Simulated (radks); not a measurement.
**S⁻ held by a Watson sphere**

Aim: the size and levels of S⁻ inside a shell of charge +1 and radius R, which stands for the Madelung well of a crystal, for several R.

The numbers are computed with radks (a radial shooting solver on a logarithmic mesh, Libxc functionals) version 1 (scalar-relativistic Kohn-Sham, LDA (Slater exchange, Perdew-Wang correlation), spin-polarised, spherical densities, point nucleus; open shells are filled with parallel spins first), except any that are marked as measured or tabulated.

### Step 1. The system

| Item | Value |
| --- | --- |
| element | sulfur (Z = 16) |
| charge | -1 |
| electrons | 17 |
| configuration | [Ne] 3s2 3p5 |

The outer shells:

S⁻
```
[Ne] core
3s [↑↓]
3p [↑↓][↑↓][↑ ]
```

### Step 2. R = 2.11 bohr

Settings of this run:

```text
Z 16
configuration [Ne] 3s2 3p5
relativity scalar-relativistic
functional lda,pw
spin polarised
nucleus point
c 137.035999084
watson charge 1 radius 2.11 bohr
response adiabatic LDA kernel
```

### Step 3. R = 2.21 bohr

Changes since step 2:

```diff
@@ -7,3 +7,3 @@
 c 137.035999084
-watson charge 1 radius 2.11 bohr
+watson charge 1 radius 2.21 bohr
 response adiabatic LDA kernel
```

### Step 4. R = 2.28 bohr

Changes since step 3:

```diff
@@ -7,3 +7,3 @@
 c 137.035999084
-watson charge 1 radius 2.21 bohr
+watson charge 1 radius 2.28 bohr
 response adiabatic LDA kernel
```

### Step 5. R = 2.41 bohr

Changes since step 4:

```diff
@@ -7,3 +7,3 @@
 c 137.035999084
-watson charge 1 radius 2.28 bohr
+watson charge 1 radius 2.41 bohr
 response adiabatic LDA kernel
```

### Step 6. R = 2.43 bohr

Changes since step 5:

```diff
@@ -7,3 +7,3 @@
 c 137.035999084
-watson charge 1 radius 2.41 bohr
+watson charge 1 radius 2.43 bohr
 response adiabatic LDA kernel
```

### Step 7. R = 3.63 bohr

Changes since step 6:

```diff
@@ -7,3 +7,3 @@
 c 137.035999084
-watson charge 1 radius 2.43 bohr
+watson charge 1 radius 3.63 bohr
 response adiabatic LDA kernel
```

### Step 8. R = 3.65 bohr

Changes since step 7:

```diff
@@ -7,3 +7,3 @@
 c 137.035999084
-watson charge 1 radius 3.63 bohr
+watson charge 1 radius 3.65 bohr
 response adiabatic LDA kernel
```

### Step 9. R = 3.76 bohr

Changes since step 8:

```diff
@@ -7,3 +7,3 @@
 c 137.035999084
-watson charge 1 radius 3.65 bohr
+watson charge 1 radius 3.76 bohr
 response adiabatic LDA kernel
```

### Step 10. R = 4.46 bohr

Changes since step 9:

```diff
@@ -7,3 +7,3 @@
 c 137.035999084
-watson charge 1 radius 3.76 bohr
+watson charge 1 radius 4.46 bohr
 response adiabatic LDA kernel
```

What does the calculation give? Wanted: for each run, R; highest level; its <r>; sum of <r²>; α.

As calculated:

| R (bohr) | highest level (eV) | its <r> (bohr) | sum of <r²> (bohr²) | α (bohr³) |
| --- | --- | --- | --- | --- |
| 2.11 | -7.344 | 2.105 | 34.97 | 23.49 |
| 2.21 | -7.228 | 2.121 | 35.42 | 24.30 |
| 2.28 | -7.145 | 2.131 | 35.73 | 24.89 |
| 2.41 | -6.986 | 2.151 | 36.30 | 26.04 |
| 2.43 | -6.961 | 2.154 | 36.38 | 26.22 |
| 3.63 | -5.478 | 2.290 | 40.47 | 38.51 |
| 3.65 | -5.455 | 2.291 | 40.52 | 38.73 |
| 3.76 | -5.331 | 2.300 | 40.80 | 39.93 |
| 4.46 | -4.612 | 2.347 | 42.28 | 47.43 |

What this shows: From R = 2.11 to 4.46 bohr the top level moves from -7.344 to -4.612 eV and its mean radius from 2.10 to 2.35 bohr. A wider sphere makes a shallower well, so the ion swells. The polarisability goes from 23.5 to 47.4 bohr³. Response by self-consistent Sternheimer equations with the Hartree and adiabatic LDA kernel, the relativistic mass of each level held fixed and spin-orbit coupling left out. The sphere does not respond.
